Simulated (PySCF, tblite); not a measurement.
# C₅H₁₂B₂O₂: geometry, infrared bands, NMR shifts and electronic excitations, part 2 of 2

tblite 0.8.0 and PySCF 2.14.0. Atoms count from 0. Earlier steps stand in the parts before.

## 6. TDDFT and polarisability: CAM-B3LYP/def2-SVPD

What the job is given:

```
{"job": {"kind": "uv", "xc": "CAM-B3LYP", "basis": "def2-SVPD", "ip": true}, "charge": 0, "multiplicity": 1}
C     -1.274164     1.390332    -0.639891
B     -1.045861     0.011001     0.066717
C     -2.117326    -0.524613     1.083533
C      0.247970    -0.886844    -0.196835
C      1.187017    -0.835528     1.011209
O      1.837290     0.417010     1.098123
B      2.101276     1.121297    -0.034884
O      1.758110     0.684070    -1.272732
C      1.068538    -0.540932    -1.432307
H     -0.804395     2.130548     0.039950
H     -2.333158     1.680663    -0.715460
H     -0.774290     1.518889    -1.610159
H     -1.764289    -1.294774     1.786061
H     -2.900292    -1.000671     0.460049
H     -2.631277     0.273532     1.641551
H     -0.107506    -1.930938    -0.283258
H      1.953454    -1.628817     0.939894
H      0.643213    -0.995278     1.955341
H      2.657907     2.185529     0.068488
H      1.807881    -1.333641    -1.647870
H      0.429114    -0.446429    -2.324460
```

Level: TDDFT CAM-B3LYP/def2-SVPD, vertical, gas phase, core orbitals frozen in the response.

What it wrote:

```text
coarse grid: 17216 points
cycle   1  E = -397.3019076286  dE =  1.303e+00  |g| = 8.426e-01  |ddm| = 8.698e+00
cycle   2  E = -397.2636638433  dE =  3.824e-02  |g| = 1.008e+00  |ddm| = 2.768e+00
cycle   3  E = -397.4463032823  dE = -1.826e-01  |g| = 7.989e-02  |ddm| = 1.421e+00
cycle   4  E = -397.4474628112  dE = -1.160e-03  |g| = 3.501e-02  |ddm| = 2.021e-01
cycle   5  E = -397.4477631430  dE = -3.003e-04  |g| = 5.559e-03  |ddm| = 7.555e-02
cycle   6  E = -397.4477709224  dE = -7.779e-06  |g| = 9.619e-04  |ddm| = 1.641e-02
final grid: 165336 points
cycle   7  E = -397.5348044069  dE = -6.606e-05  |g| = 3.886e-03  |ddm| = 1.681e-01
cycle   8  E = -397.5348056735  dE = -1.267e-06  |g| = 3.322e-03  |ddm| = 1.994e-02
cycle   9  E = -397.5348083105  dE = -2.637e-06  |g| = 3.531e-04  |ddm| = 6.580e-03
cycle  10  E = -397.5348083245  dE = -1.395e-08  |g| = 2.922e-04  |ddm| = 1.250e-03
cycle  11  E = -397.5348083403  dE = -1.581e-08  |g| = 3.485e-05  |ddm| = 4.057e-04
cycle  12  E = -397.5348083405  dE = -2.667e-10  |g| = 1.459e-05  |ddm| = 9.315e-05
converged SCF energy = -397.5348083405

Static polarisability (au): isotropic 89.199, principal 82.685 88.727 96.185

Singlet excitations
state   eV       nm        f      main configurations
  1   6.1743    200.8   0.00140   H->L 0.65, H-1->L 0.22
  2   6.4580    192.0   0.00268   H-2->L 0.31, H-3->L 0.24, H-1->L 0.22
  3   7.3057    169.7   0.00115   H-2->L 0.49, H-1->L 0.27, H->L 0.19
  4   7.4960    165.4   0.01658   H-3->L 0.42, H-1->L 0.22, H-2->L 0.15
  5   7.7174    160.7   0.00012   H->L+1 0.79
  6   7.8774    157.4   0.00386   H-2->L+2 0.35, H-2->L+1 0.12, H-1->L+1 0.12
  7   7.9316    156.3   0.01244   H-1->L+1 0.43, H-2->L+1 0.14, H-1->L+2 0.11
  8   8.0570    153.9   0.01408   H-2->L+1 0.52, H-2->L+2 0.09, H-2->L+5 0.09
  9   8.1584    152.0   0.04325   H-1->L+1 0.16, H->L+2 0.13, H-1->L+2 0.12
 10   8.2597    150.1   0.02159   H-4->L 0.55, H-3->L 0.18

Triplet excitations (Tamm-Dancoff, eV): 5.6941 5.9961 7.1167 7.2545
Vertical ionisation energy (delta-SCF) = 10.3762 eV
```

Run time: 7.9 min. Hardware: 1 thread of Arm Neoverse V2, shared host; peak memory 1.5 GiB.

Frontier orbitals and where they lie:

| orbital | eV | atoms |
| --- | --- | --- |
| HOMO−3 | -10.49 | O5 24 %, B1 11 %, C0 11 % |
| HOMO−2 | -9.88 | O7 22 %, O5 17 %, C8 12 % |
| HOMO−1 | -9.81 | O5 27 %, O7 14 %, C4 12 % |
| HOMO | -9.69 | O7 19 %, C3 16 %, B1 14 % |
| LUMO | 0.49 | B1 37 %, C0 11 %, C2 10 % |
| LUMO+1 | 0.75 | B1 36 %, B6 7 %, C2 6 % |
| LUMO+2 | 1.36 | B6 28 %, O7 11 %, O5 11 % |

With each of the 10 states as a Gaussian band of 0.4 eV half-width at 1/e, the curve within the window shown has maxima at 195 nm (ε 150), 153 nm (ε 3,600) L/(mol cm). Beyond the last state computed it falls off for lack of states. The curve at chosen wavelengths:

(nm, ε (L/mol/cm)): (145, 1308), (148, 2523), (151, 3462), (154, 3575), (157, 2965), (160, 2157), (163, 1520), (167, 975), (170, 674), (173, 427), (176, 246), (179, 142), (182, 101), (185, 102), (188, 120), (191, 139), (194, 148), (197, 144), (200, 129), (204, 99), (207, 75), (210, 53), (213, 35), (216, 22), (219, 13), (222, 8)

Ground-state properties from the same run:

| property | computed |
| --- | --- |
| dipole moment (D) | 3.04 |
| polarisability (Å³) | 13.22 |
| HOMO–LUMO gap (eV) | 10.18 |
| −ε(HOMO) (eV) | 9.69 |

## 7. Shielding tensors: wB97X-D/pcSseg-1

Same as in step 6 but for these lines:

```diff
@@ -1,2 +1,2 @@
-{"job": {"kind": "uv", "xc": "CAM-B3LYP", "basis": "def2-SVPD", "ip": true}, "charge": 0, "multiplicity": 1}
+{"job": {"kind": "nmr", "xc": "wB97X-D", "basis": "pcSseg-1", "pop": false}, "charge": 0, "multiplicity": 1}
 C     -1.274164     1.390332    -0.639891
```

Method: GIAO wB97X-D/pcSseg-1 NMR shielding, non-relativistic, gas phase.

What it wrote:

```text
coarse grid: 17216 points
cycle   1  E = -397.6139003411  dE =  1.465e+00  |g| = 8.694e-01  |ddm| = 3.866e+00
cycle   2  E = -397.6110716653  dE =  2.829e-03  |g| = 9.492e-01  |ddm| = 1.111e+00
cycle   3  E = -397.7603628431  dE = -1.493e-01  |g| = 6.739e-02  |ddm| = 5.764e-01
cycle   4  E = -397.7613003718  dE = -9.375e-04  |g| = 3.015e-02  |ddm| = 7.317e-02
cycle   5  E = -397.7615251992  dE = -2.248e-04  |g| = 5.096e-03  |ddm| = 3.079e-02
cycle   6  E = -397.7615324399  dE = -7.241e-06  |g| = 8.453e-04  |ddm| = 6.867e-03
final grid: 165336 points
cycle   7  E = -397.8313522342  dE = -2.742e-04  |g| = 4.621e-03  |ddm| = 4.784e-02
cycle   8  E = -397.8313577187  dE = -5.484e-06  |g| = 2.411e-03  |ddm| = 8.600e-03
cycle   9  E = -397.8313590041  dE = -1.285e-06  |g| = 6.815e-04  |ddm| = 2.204e-03
cycle  10  E = -397.8313591361  dE = -1.320e-07  |g| = 2.688e-04  |ddm| = 1.118e-03
cycle  11  E = -397.8313591512  dE = -1.507e-08  |g| = 7.632e-05  |ddm| = 2.566e-04
cycle  12  E = -397.8313591528  dE = -1.582e-09  |g| = 3.108e-05  |ddm| = 1.108e-04
cycle  13  E = -397.8313591531  dE = -2.981e-10  |g| = 6.825e-06  |ddm| = 4.218e-05
converged SCF energy = -397.8313591531

GIAO shielding tensors (ppm)
atom      isotropic    diamagn.    paramagn.     s11        s22        s33       span
  0 C      169.034     255.262     -86.227    148.175    174.552    184.375     36.200
  1 B       16.358     189.180    -172.822    -41.547    -26.917    117.539    159.086
  2 C      169.613     254.185     -84.571    151.934    173.154    183.752     31.818
  3 C      146.646     255.499    -108.853    129.370    144.804    165.763     36.393
  4 C      120.013     245.919    -125.906    102.027    106.175    151.837     49.810
  5 O      206.467     396.093    -189.626     83.437    196.354    339.609    256.171
  6 B       77.248     198.267    -121.019     61.587     73.271     96.885     35.298
  7 O      211.454     395.285    -183.832     85.715    205.916    342.731    257.016
  8 C      120.469     244.534    -124.065    101.495    108.331    151.582     50.087
  9 H       30.987      31.785      -0.798     26.908     30.659     35.395      8.487
 10 H       30.246      30.499      -0.253     26.083     29.052     35.604      9.520
 11 H       29.829      32.426      -2.596     24.810     30.873     33.805      8.996
 12 H       30.397      32.258      -1.861     26.430     30.167     34.594      8.164
 13 H       30.873      29.672       1.201     27.215     28.791     36.613      9.398
 14 H       30.235      30.586      -0.351     26.604     28.999     35.102      8.498
 15 H       30.299      34.342      -4.042     25.903     29.456     35.539      9.636
 16 H       27.218      30.366      -3.149     22.814     26.183     32.657      9.843
 17 H       27.303      31.484      -4.181     23.555     27.155     31.199      7.644
 18 H       27.444      29.647      -2.203     24.419     26.120     31.793      7.375
 19 H       27.329      30.011      -2.682     22.891     26.198     32.898     10.006
 20 H       27.349      30.956      -3.606     24.635     26.016     31.396      6.761
```

It took 38 s on 1 thread of Arm Neoverse V2, shared host; peak memory 1.2 GiB.

Key values: δ C4 64.3, C3 37.9, C0 15.2, B1 85.3, H16 4.11, H17 4.05 ppm (means over like atoms).

## 8. Side by side: NMR shifts

Shifts (ppm) of some atoms, chosen among heavy atoms and hydrogens apart, means over like atoms, with basis size and wall time:

| run | C4 | C3 | C0 | H18 | H15 | B1 | O5 | functions | time |
| --- | --- | --- | --- | --- | --- | --- | --- | --- | --- |
| PBE0/pcSseg-1 | 64.7 | 39.5 | 16.2 | 4.03 | 1.20 | 89.0 | 134.4 | 213 | 30 s |
| wB97X-D/pcSseg-1 | 64.3 | 37.9 | 15.2 | 3.94 | 1.08 | 85.3 | 124.2 | 213 | 38 s |

## 9. What came out

What follows sums up all 2 parts.

| quantity | value |
| --- | --- |
| strongest single infrared mode (GFN2-xTB) | 1178 cm⁻¹, 204 km/mol |
| zero-point energy (GFN2-xTB) | 107.4 kcal/mol |
| point group | C1 |
| rotational constants (main isotopes) | 2.39, 1.35, 1.18 GHz |
| ¹³C shifts against TMS (PBE0/pcSseg-1, means over atoms taken as alike) | 64.7, 39.5, 16.2 ppm |
| ¹H shifts against TMS (PBE0/pcSseg-1, means over atoms taken as alike) | 4.19, 4.12, 4.03, 1.20, 1.01 ppm |
| ¹¹B shifts against BF3·OEt2 (PBE0/pcSseg-1) | 89.0, 24.3 ppm |
| ¹⁷O shifts against H2O (PBE0/pcSseg-1, means over atoms taken as alike) | 134.4 ppm |
| lowest singlet (CAM-B3LYP/def2-SVPD) | 6.17 eV (201 nm), f = 0.001 |
| brightest single state of those computed | state 9, 8.16 eV, f = 0.043 |
| lowest triplet | 5.69 eV |
| vertical ionisation energy (ΔSCF) | 10.38 eV |
| range of the shift of O5 | 124.2 to 134.4 ppm |

What this shows: Relaxing lowered the energy by 1.511 eV in 199 steps; the close pair that moved most is O5–B6, from 1.471 to 1.352 Å (GFN2-xTB). No mode is imaginary among the 57: a minimum at this level. The strongest single mode, at 1178 cm⁻¹, is spread over many atoms; the largest shares are those of B1. GFN2-xTB is a fitted tight-binding method: band positions and strengths are rough. Its intensities can rank the bands wrongly. Over 9 steps the energy fell by 0.189 eV; of the close pairs, B6–H18 changed most, 1.159 to 1.205 Å (PBE0/def2-SVP). C4, C8 (mean) (sp3 CH2 bonded to O) lies farthest downfield among carbon, at 64.7 ppm; pulled downfield by the heteroatom. At PBE0/pcSseg-1: The largest span, 267 ppm, is at O5, O7, where the paramagnetic term is -195 ppm. The first singlet state (HOMO→LUMO 0.65, HOMO−1→LUMO 0.22) lies at 6.17 eV and is weak; of the 10 states computed, the strongest absorption comes from state 9 at 8.16 eV. The lowest triplet lies 0.48 eV below the lowest singlet (triplets in Tamm-Dancoff, singlets in full TDDFT). The orbital energy would give 9.69 eV for ionisation, ΔSCF gives 10.38 eV. In ppm, O5 (with its like atoms) moves most: its shift spreads over 10.2 ppm, from 124.2 (wB97X-D/pcSseg-1) to 134.4 (PBE0/pcSseg-1).
